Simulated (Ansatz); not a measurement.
**CH₃BrSSi: geometry and vibrations**

The task is to find a stationary geometry of CH₃BrSSi, then compute its harmonic vibrations to see whether it is a minimum and to get the zero-point energy and entropy, and look at its orbitals and charge.

Computed with Ansatz 0.2.0, Gaussian basis. Level: RKS PBE0-D4/def2-TZVP.

Plan: relaxation at PBE-D4/def2-SVP; relaxation at PBE0-D4/def2-TZVP; harmonic vibrations at the same level; a single point in def2-TZVPP for the fields.

### Step 1. The system as given

7 atoms, charge 0, spin multiplicity 1.

Atoms are counted from 1 here; the program's logs count them from 0.

Bond lengths: S1–C2 1.611 Å, C2–Si3 1.834 Å, C2–H5 1.118 Å, Si3–Br4 2.280 Å, Si3–H6 1.480 Å, Si3–H7 1.526 Å. Angles: S1–C2–Si3 117.8°, S1–C2–H5 125.4°, Si3–C2–H5 116.8°, C2–Si3–Br4 110.4°, C2–Si3–H6 113.8°, C2–Si3–H7 113.7°, Br4–Si3–H6 107.5°, Br4–Si3–H7 103.6°, H6–Si3–H7 107.2°.

Geometry (Å):

```tsv
atom	x (Å)	y (Å)	z (Å)
S1	-2.0451	1.2605	0.0423
C2	-0.9053	0.3379	-0.6249
Si3	0.4982	-0.1879	0.4328
Br4	1.9743	-1.4428	-0.7693
H5	-0.8990	-0.0199	-1.6841
H6	0.0909	-0.9873	1.6102
H7	1.3473	0.9715	0.9473
```

The start is a force-field geometry with small random shifts, so a cheaper pass at PBE-D4/def2-SVP comes first.

### Step 2. Geometry optimisation, PBE-D4/def2-SVP (cheap first pass)

Input file in.yaml:

```yaml
crystal:
  periodic: [false, false, false]
  atoms:
    - {symbol: S, position_ang: [-2.045100, 1.260500, 0.042300]}
    - {symbol: C, position_ang: [-0.905300, 0.337900, -0.624900]}
    - {symbol: Si, position_ang: [0.498200, -0.187900, 0.432800]}
    - {symbol: Br, position_ang: [1.974300, -1.442800, -0.769300]}
    - {symbol: H, position_ang: [-0.899000, -0.019900, -1.684100]}
    - {symbol: H, position_ang: [0.090900, -0.987300, 1.610200]}
    - {symbol: H, position_ang: [1.347300, 0.971500, 0.947300]}
basis:
  gaussian: {orbitals: def2-SVP}
hamiltonian: {xc: pbe, dispersion: d4}
relax: {f_tol: 0.03, max_steps: 200}
```

Launch:

```bash
$ ansatz run in.yaml --threads 2 --pin off --events-out ev --progress --plain --max-ram 4352MiB
```

Log (excerpt; [...] marks lines left out):

```text
Functional definition: PBE
  name "PBE"
  cite "Perdew, Burke & Ernzerhof, Phys. Rev. Lett. 77, 3865 (1996) doi:10.1103/PhysRevLett.77.3865"
  parent pbe
[...]
1078 factors; their error is unknown
[...]
mean field -89809.48188328 eV, -3300.4375841573 hartree, gradient 4.6e-5 eV, S^2 0.000000; 0 other end points of the search recorded, 0 dependent functions left out
[...]
reference -89809.48191324 eV, -3300.4375852583 hartree; 37, 37 occupied and 60, 60 virtual orbitals, 1078 factors
relax step   1: F+E_penalty+E_count = -89809.67897692 eV  Δ(F+E_penalty+E_count) = +0.000e0 eV  max|allowed force component| = 1.900e0 eV/Å  Δτ_max = 0.0000 Å  (27 SCF iters, accepted)
[...]
relax step   5: F+E_penalty+E_count = -89809.78338469 eV  Δ(F+E_penalty+E_count) = -2.009e-3 eV  max|allowed force component| = 4.543e-2 eV/Å  Δτ_max = 0.0184 Å  (30 SCF iters, accepted)
[...]
relax step   6: F+E_penalty+E_count = -89809.78361866 eV  Δ(F+E_penalty+E_count) = -2.340e-4 eV  max|allowed force component| = 2.855e-2 eV/Å  Δτ_max = 0.0138 Å  (30 SCF iters, accepted)
1078 factors; their error is unknown
[...]
mean field -89809.58806163 eV, -3300.4414861398 hartree, gradient 7.2e-6 eV, S^2 0.000000; 1 other end points of the search recorded, 0 dependent functions left out
[...]
reference -89809.58809195 eV, -3300.4414872541 hartree; 37, 37 occupied and 60, 60 virtual orbitals, 1078 factors
Total energy: -89809.78364898 eV, -3300.4486738423 hartree
Atom 0 at    -2.046022     1.242708     0.069745 Å, force     0.002346     0.001057     0.005438 eV/Å
Atom 1 at    -0.888929     0.332431    -0.635180 Å, force    -0.000836    -0.006512    -0.028547 eV/Å
Atom 2 at     0.578551    -0.208853     0.440102 Å, force    -0.008382     0.001815     0.007704 eV/Å
Atom 3 at     2.005216    -1.491940    -0.733666 Å, force    -0.000516     0.000992     0.000234 eV/Å
Atom 4 at    -0.955377     0.042669    -1.708463 Å, force    -0.003367     0.002871     0.008835 eV/Å
Atom 5 at     0.061523    -0.997535     1.605520 Å, force     0.000802    -0.008564     0.004395 eV/Å
Atom 6 at     1.306338     1.012522     0.916242 Å, force     0.009953     0.008341     0.001942 eV/Å
Dipole moment:    -0.050074     0.033228    -0.014503 e Å
```

Run time: 13 s. Hardware: 2 threads of Arm Neoverse V1, shared host.

Step by step: (the energy doesn't fall at every step)

```tsv
step	energy from step 1 (eV)	largest force component (eV/Å)
1	0.0000	1.8998
2	-0.0792	0.5818
3	-0.0743	0.5904
4	-0.1024	0.1739
5	-0.1044	0.0454
6	-0.1046	0.0285
```

Distances of close pairs at the start and the end, largest changes first:

```tsv
bond	before (Å)	after (Å)	change (Å)
C2–Si3	1.834	1.898	+0.064
Si3–Br4	2.280	2.249	-0.031
Si3–H7	1.526	1.499	-0.027
S1–C2	1.611	1.632	+0.021
Si3–H6	1.480	1.499	+0.019
C2–H5	1.118	1.114	-0.004
```

### Step 3. Geometry optimisation, PBE0-D4/def2-TZVP

Input file in.yaml:

```yaml
crystal:
  periodic: [false, false, false]
  atoms:
    - {symbol: S, position_ang: [-2.046022, 1.242708, 0.069745]}
    - {symbol: C, position_ang: [-0.888929, 0.332431, -0.635180]}
    - {symbol: Si, position_ang: [0.578551, -0.208853, 0.440102]}
    - {symbol: Br, position_ang: [2.005216, -1.491940, -0.733666]}
    - {symbol: H, position_ang: [-0.955377, 0.042669, -1.708463]}
    - {symbol: H, position_ang: [0.061523, -0.997535, 1.605520]}
    - {symbol: H, position_ang: [1.306338, 1.012522, 0.916242]}
basis:
  gaussian: {orbitals: def2-TZVP}
hamiltonian: {xc: pbe0, dispersion: d4}
relax: {f_tol: 0.005, max_steps: 150}
```

Launched as before.

Log (excerpt; [...] marks lines left out):

```text
Functional definition: PBE0
  name "PBE0"
  cite "Adamo & Barone, J. Chem. Phys. 110, 6158 (1999) doi:10.1063/1.478522"
  cite "Perdew, Burke & Ernzerhof, Phys. Rev. Lett. 77, 3865 (1996) doi:10.1103/PhysRevLett.77.3865"
  parent pbe
[...]
1264 factors; their error is unknown
[...]
mean field -89829.98211249 eV, -3301.1909536851 hartree, gradient 6.8e-5 eV, S^2 0.000000; 0 other end points of the search recorded, 0 dependent functions left out
[...]
reference -89829.98214185 eV, -3301.1909547643 hartree; 37, 37 occupied and 134, 134 virtual orbitals, 1264 factors
relax step   1: F+E_penalty+E_count = -89830.14928380 eV  Δ(F+E_penalty+E_count) = +0.000e0 eV  max|allowed force component| = 7.331e-1 eV/Å  Δτ_max = 0.0000 Å  (28 SCF iters, accepted)
[...]
reference -89830.01835278 eV, -3301.1922854915 hartree; 37, 37 occupied and 134, 134 virtual orbitals, 1264 factors
Total energy: -89830.18730259 eV, -3301.1984942823 hartree
Atom 0 at    -2.011412     1.229488     0.063479 Å, force     0.000253     0.000306    -0.000086 eV/Å
Atom 1 at    -0.876511     0.325475    -0.632101 Å, force    -0.000128     0.000142     0.000226 eV/Å
Atom 2 at     0.569167    -0.202346     0.442498 Å, force     0.000124     0.000044     0.001131 eV/Å
Atom 3 at     1.979507    -1.467543    -0.722865 Å, force     0.000488    -0.000097    -0.000286 eV/Å
Atom 4 at    -0.953348     0.039765    -1.683762 Å, force    -0.000326    -0.000306    -0.000211 eV/Å
Atom 5 at     0.060552    -0.994803     1.582867 Å, force    -0.000065     0.000031    -0.000550 eV/Å
Atom 6 at     1.293344     1.001967     0.904186 Å, force    -0.000347    -0.000120    -0.000224 eV/Å
Dipole moment:    -0.025286     0.012810    -0.024715 e Å
```

Wall time 42 s (2 threads of Arm Neoverse V1, shared host); peak memory 0.47 GiB.

Relaxation path: (the energy doesn't fall at every step)

```tsv
step	energy from step 1 (eV)	largest force component (eV/Å)
1	0.0000	0.7331
2	-0.0334	0.3050
3	-0.0377	0.0589
4	-0.0367	0.1260
5	-0.0380	0.0058
6	-0.0380	0.0011
```

Close pairs (by a distance rule), those that changed most:

```tsv
bond	before (Å)	after (Å)	change (Å)
Si3–Br4	2.249	2.224	-0.025
S1–C2	1.632	1.609	-0.023
C2–H5	1.114	1.092	-0.021
C2–Si3	1.898	1.877	-0.021
Si3–H6	1.499	1.479	-0.020
Si3–H7	1.499	1.479	-0.020
```

Mulliken charges at the end point, from the run's report:

```tsv
atom	value (e)
S1	-0.12
C2	-0.16
Si3	0.32
Br4	-0.23
H5	0.16
H6	0.01
H7	0.01
```

### Step 4. Force constants and modes

Input file in.yaml:

```yaml
crystal:
  periodic: [false, false, false]
  atoms:
    - {symbol: S, position_ang: [-2.011412, 1.229488, 0.063479]}
    - {symbol: C, position_ang: [-0.876511, 0.325475, -0.632101]}
    - {symbol: Si, position_ang: [0.569167, -0.202346, 0.442498]}
    - {symbol: Br, position_ang: [1.979507, -1.467543, -0.722865]}
    - {symbol: H, position_ang: [-0.953348, 0.039765, -1.683762]}
    - {symbol: H, position_ang: [0.060552, -0.994803, 1.582867]}
    - {symbol: H, position_ang: [1.293344, 1.001967, 0.904186]}
basis:
  gaussian: {orbitals: def2-TZVP}
hamiltonian: {xc: pbe0, dispersion: d4}
phonons: {temperatures: {t_min: 298.15, t_max: 900, t_step: 200}}
```

Launched as before.

Log (excerpt; [...] marks lines left out):

```text
Functional definition: PBE0
  name "PBE0"
  cite "Adamo & Barone, J. Chem. Phys. 110, 6158 (1999) doi:10.1063/1.478522"
  cite "Perdew, Burke & Ernzerhof, Phys. Rev. Lett. 77, 3865 (1996) doi:10.1103/PhysRevLett.77.3865"
  parent pbe
[...]
1264 factors; their error is unknown
[...]
mean field -89830.01832362 eV, -3301.1922844198 hartree, gradient 1.6e-5 eV, S^2 0.000000; 0 other end points of the search recorded, 0 dependent functions left out
[...]
reference -89830.01835275 eV, -3301.1922854901 hartree; 37, 37 occupied and 134, 134 virtual orbitals, 1264 factors
[...]
1264 factors; their error is unknown
mean field -89830.01821711 eV, -3301.1922805054 hartree, gradient 1.6e-6 eV, S^2 0.000000; 0 other end points of the search recorded, 0 dependent functions left out
[...]
reference -89830.01824623 eV, -3301.1922815757 hartree; 37, 37 occupied and 134, 134 virtual orbitals, 1264 factors
[...]
Total energy: -89830.18730256 eV, -3301.1984942812 hartree
Atom 0 at    -2.011412     1.229488     0.063479 Å, force     0.000246     0.000311    -0.000082 eV/Å
Atom 1 at    -0.876511     0.325475    -0.632101 Å, force    -0.000114     0.000136     0.000236 eV/Å
Atom 2 at     0.569167    -0.202346     0.442498 Å, force     0.000119     0.000048     0.001118 eV/Å
Atom 3 at     1.979507    -1.467543    -0.722865 Å, force     0.000490    -0.000097    -0.000287 eV/Å
Atom 4 at    -0.953348     0.039765    -1.683762 Å, force    -0.000328    -0.000308    -0.000220 eV/Å
Atom 5 at     0.060552    -0.994803     1.582867 Å, force    -0.000068     0.000027    -0.000542 eV/Å
Atom 6 at     1.293344     1.001967     0.904186 Å, force    -0.000345    -0.000117    -0.000222 eV/Å
Dipole moment:    -0.025286     0.012811    -0.024714 e Å
Vibrations: 27.99 107.42 196.21 432.04 480.34 671.74 719.84 778.70 828.52 926.00 1096.72 1240.77 2255.26 2267.33 3094.54 cm⁻¹, zero-point energy 0.937533 eV
```

It took 3 min on 2 threads of Arm Neoverse V1, shared host; peak memory 0.46 GiB.

Motions are named by where the mode's potential energy lies. Wavenumbers, unscaled:

```tsv
mode	cm⁻¹	motion
1	28	torsion
2	107	bend
3	196	bend
4	432	Si–Br stretch
5	480	torsion with bend
6	672	bend
7	720	Si–C stretch
8	779	torsion with bend
9	829	bend
10	926	bend with torsion
11	1097	C–S stretch with bend
12	1241	bend with C–S stretch
13	2255	Si–H stretch
14	2267	Si–H stretch
15	3095	C–H stretch
```

From these modes and the moments of inertia (298.15 K, 1 bar, symmetry number 1):

```tsv
term	value
zero-point energy	90.5 kJ/mol
H(298) − E	108.7 kJ/mol
entropy, translation	171.8 J/(mol K)
entropy, rotation	116.4 J/(mol K)
entropy, vibration	59.7 J/(mol K)
entropy, total	347.9 J/(mol K)
```

### Step 5. Orbitals, density and potential

Edit in.yaml of step 4 so:

```diff
@@ -11,4 +11,4 @@
 basis:
-  gaussian: {orbitals: def2-TZVP}
+  gaussian: {orbitals: def2-TZVPP}
 hamiltonian: {xc: pbe0, dispersion: d4}
-phonons: {temperatures: {t_min: 298.15, t_max: 900, t_step: 200}}
+output: {orbitals: {seedname: orbitals}}
```

Same command.

Log:

```text
Functional definition: PBE0
  name "PBE0"
  cite "Adamo & Barone, J. Chem. Phys. 110, 6158 (1999) doi:10.1063/1.478522"
  cite "Perdew, Burke & Ernzerhof, Phys. Rev. Lett. 77, 3865 (1996) doi:10.1103/PhysRevLett.77.3865"
  parent pbe
  parameter a = 0.25
  parameter kappa = 0.804
  parameter beta = 0.06672455060314922
  exchange = (1 - a)*pbe_x(kappa = kappa, mu = beta*pi^2/3) + a*exact_x
  correlation = pbe_c(beta = beta)
1376 factors; their error is unknown
mean field evaluation 1: about -89825.5066 eV, gradient 4.2e1 eV
mean field evaluation 2: about -89816.7094 eV, gradient 6.7e1 eV
mean field evaluation 4: about -89829.5611 eV, gradient 3.1e0 eV
mean field evaluation 8: about -89829.5824 eV, gradient 5.1e-2 eV
mean field evaluation 16: about -89830.0404 eV, gradient 7.3e-5 eV
mean field -89830.04043717 eV, -3301.1930970777 hartree, gradient 7.3e-5 eV, S^2 0.000000; 0 other end points of the search recorded, 0 dependent functions left out
reference -89830.04046617 eV, -3301.1930981433 hartree; 37, 37 occupied and 168, 168 virtual orbitals, 1376 factors
Total energy: -89830.20941598 eV, -3301.1993069343 hartree
```

It took 5.5 s on 2 threads of Arm Neoverse V1, shared host; peak memory 0.61 GiB.

The fields below are evaluated on a grid from the run's orbitals.

Frontier orbitals at PBE0-D4/def2-TZVPP, with the share of their density that lies nearest to each atom:

```tsv
orbital	energy (eV)	lies on
HOMO-1	-8.56	Br4 75 %; H6, H7 about 9 % each
HOMO	-6.88	S1 76 %; C2 7 %; H5 7 %
LUMO	-3.18	S1 45 %; C2 38 %; H5 7 %
```

ELF in a plane through or near 5 of the atoms.

Ten even steps from ' ' (0.00) to '@' (1.00):
```
                                                        
                                                        
                                                        
                                ..--++++==::            
                                --**%%%%##**::..        
                    ......      --##@@@@%%##==::        
                  ..------::    --##@@@@@@%%##++::..    
                ..::--::::..    ::**##--..==%%##++--    
          ..    ......--**..--==--++--==##::%%@@%%**..  
      ..--==========::**%%::##%%**####::--++@@@@%%##::  
    ..--**########%%--....--@@%%++--######%%@@@@%%**..  
    ::++%%%%##====**%%**--++%%##====**==--==**##**--    
    --++%%%%::****--##**::..==**@@@@@@++    ..::..      
    ::++####::++++--##**::  ::##@@@@@@%%..              
    ..--**##**--==**%%##::    ++@@@@@@%%..              
      ..==**####%%%%%%**::    --@@@@@@##..              
        ..--++**####**++..      --++==::                
            ::--====--::                                
                                                        
                                                        
```
The map spans 9.8 Å across and 8.1 Å up, centred on the molecule. Atoms in the plane (x, y in Å): S1 (2.3, 0.7), C2 (1.1, -0.4), Si3 (-0.7, 0.3), Br4 (-2.2, -1.3), H5 (1.3, -1.5).

log10 of the density (e/Å³) in the same plane.

Ten even steps from '0' (-4.0) to '9' (1.9):
```
0000000000000000000000000000
0000000000000000001110000000
0000000001111111122222110000
0000000112222222233333221100
0000001123333333344444332100
0000001233444433445555433210
0000112344555544456666543321
0001123345566555566777654321
0012233445688655667997654322
0123344555799766677777654322
1233455666667667887666554321
1234566776665566876655443321
1234567998665556776544332210
1234567997654445676543221100
1234556776654344555432110000
1123456666554334444322100000
0122345555443222333211000000
0012233443332211111100000000
0001122222221100000000000000
0000001111110000000000000000
```
The map spans 9.8 Å across and 8.1 Å up, centred on the molecule. Atoms in the plane (x, y in Å): S1 (2.3, 0.7), C2 (1.1, -0.4), Si3 (-0.7, 0.3), Br4 (-2.2, -1.3), H5 (1.3, -1.5).

On the surface of density 0.002 e/bohr³ the electrostatic potential runs, from the 1st to the 99th percentile, from -0.56 V near S1 to 1.28 V near H5.

### Step 6. Outcome

| quantity | value |
| --- | --- |
| point group | Cs |
| steps | 6 + 6 |
| shift from the start (rms) | 0.061 Å |
| total energy | -89830.1873 eV |
| dispersion term | -169 meV |
| dipole moment | 0.18 D |
| lowest, highest wavenumber | 28, 3095 cm⁻¹ |
| zero-point energy | 90.5 kJ/mol |
| entropy at 298.15 K | 347.9 J/(mol K) |
| HOMO, LUMO | -6.88, -3.18 eV |

**Reading.** The atoms moved 0.06 Å (rms) from the start; the bond that changed most is Si3–Br4, from 2.280 to 2.224 Å. All wavenumbers are real, so the end point is a minimum. The stiffest mode, 3095 cm⁻¹, is a C–H stretch, and 3 modes under 200 cm⁻¹ make the vibrational entropy uncertain. Harmonic hybrid wavenumbers usually lie a few per cent above measured fundamentals. The largest Mulliken charge, +0.32 e, sits on Si3. The HOMO lies mostly on S1 76 %; C2 7 % and the LUMO on S1 45 %; C2 38 %.
